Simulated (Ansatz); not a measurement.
# CHGa₂ (doublet): from Hartree-Fock to the top rungs, cc-pVTZ

The task here is to estimate one member of a computed series from the others.

Program: Ansatz 0.2.0, Gaussian basis. Level of theory: cc-pVTZ, core rule «outside noble gas», up to 29 orbitals frozen. These are calculated values, not measurements.

The runs, in order: UHF; CCSD(T) on ROHF; CCSD(T) on UHF; BCCD(T) on ROHF; CCSDT(Q) on ROHF; CCSDT(Q) on UHF.

3 further runs of the same task are left out: 3 set aside as unsound or not needed. Runs told in other sessions of the task aren't counted.

### What is computed

The geometry is a PBE0/def2-TZVP stationary point (not a proven minimum) of the parent state, kept for this charge and spin. No spin-orbit coupling is included. The filled d shell of Ga may be among the frozen orbitals whatever the setting's name suggests.

4 atoms, charge 0, spin multiplicity 2.

Atoms are counted from 1 here; the program's logs count them from 0.

Bond lengths: Ga1–C2 2.021 Å, C2–Ga3 2.001 Å, Ga3–H4 1.615 Å. Angles: Ga1–C2–Ga3 175.9°, C2–Ga3–H4 115.6°.

The first run:

in.yaml

```yaml
crystal:
  periodic: [false, false, false]
  atoms:
    - {symbol: Ga, position_ang: [-0.000039, -0.311616, 2.680606]}
    - {symbol: C, position_ang: [0.000076, -0.414160, 0.662323]}
    - {symbol: Ga, position_ang: [-0.000040, -0.372809, -1.338163]}
    - {symbol: H, position_ang: [0.000002, 1.098586, -2.004765]}
basis:
  gaussian: {orbitals: cc-pVTZ}
magnetization: {spin_polarized: true, initial_magnetization: 1}
hamiltonian: {xc: hf}
output: {orbitals: {seedname: orbitals}}
```

Command:

```
$ ansatz run in.yaml --threads 1 --pin off --events-out ev --progress --plain --max-ram 2816MiB --backend cpu
```

Steps of the session up to this table: UHF; CCSD(T) on ROHF; CCSD(T) on UHF; BCCD(T) on ROHF; CCSDT(Q) on ROHF; CCSDT(Q) on UHF.

One table of the session follows, with a row left open; its other results are not shown here.

```
   method  from RCCSDT(Q) (kcal/mol)
     ROHF                    +200.11
      UHF                    +166.16
     RMP2                          ?
     UMP2                     +36.81
    RCCSD                     +14.49
    UCCSD                     +11.59
 RCCSD(T)                      +2.51
 UCCSD(T)                      +4.18
  BCCD(T)                      +3.60
   RCCSDT                      +1.49
   UCCSDT                      +1.39
RCCSDT(Q)                          0
UCCSDT(Q)                      +0.18
```

**Question.** Estimate the row for RMP2.

As computed: from RCCSDT(Q) (kcal/mol): +36.70. In the column «from RCCSDT(Q) (kcal/mol)» it lies between RCCSD (+14.49) and UMP2 (+36.81).

Limits of these values: The determinant of HF (⟨S²⟩ 1.70) is far from a pure spin state, so its energy mixes those of several spin states; that is harmless only where they are near-degenerate. The determinant of CCSD(T) (⟨S²⟩ 1.70) is far from a pure spin state, so its energy mixes those of several spin states; high orders of coupled cluster remove much of that, low ones don't. The determinant of CCSDT(Q) (⟨S²⟩ 1.70) is far from a pure spin state, so its energy mixes those of several spin states; high orders of coupled cluster remove much of that, low ones don't. Warnings: spin contamination; large T1 diagnostic. Restricted and unrestricted rows rest on different reference determinants; a gap between their highest levels can come from leftover correlation error, from unlike frozen cores or from another state.
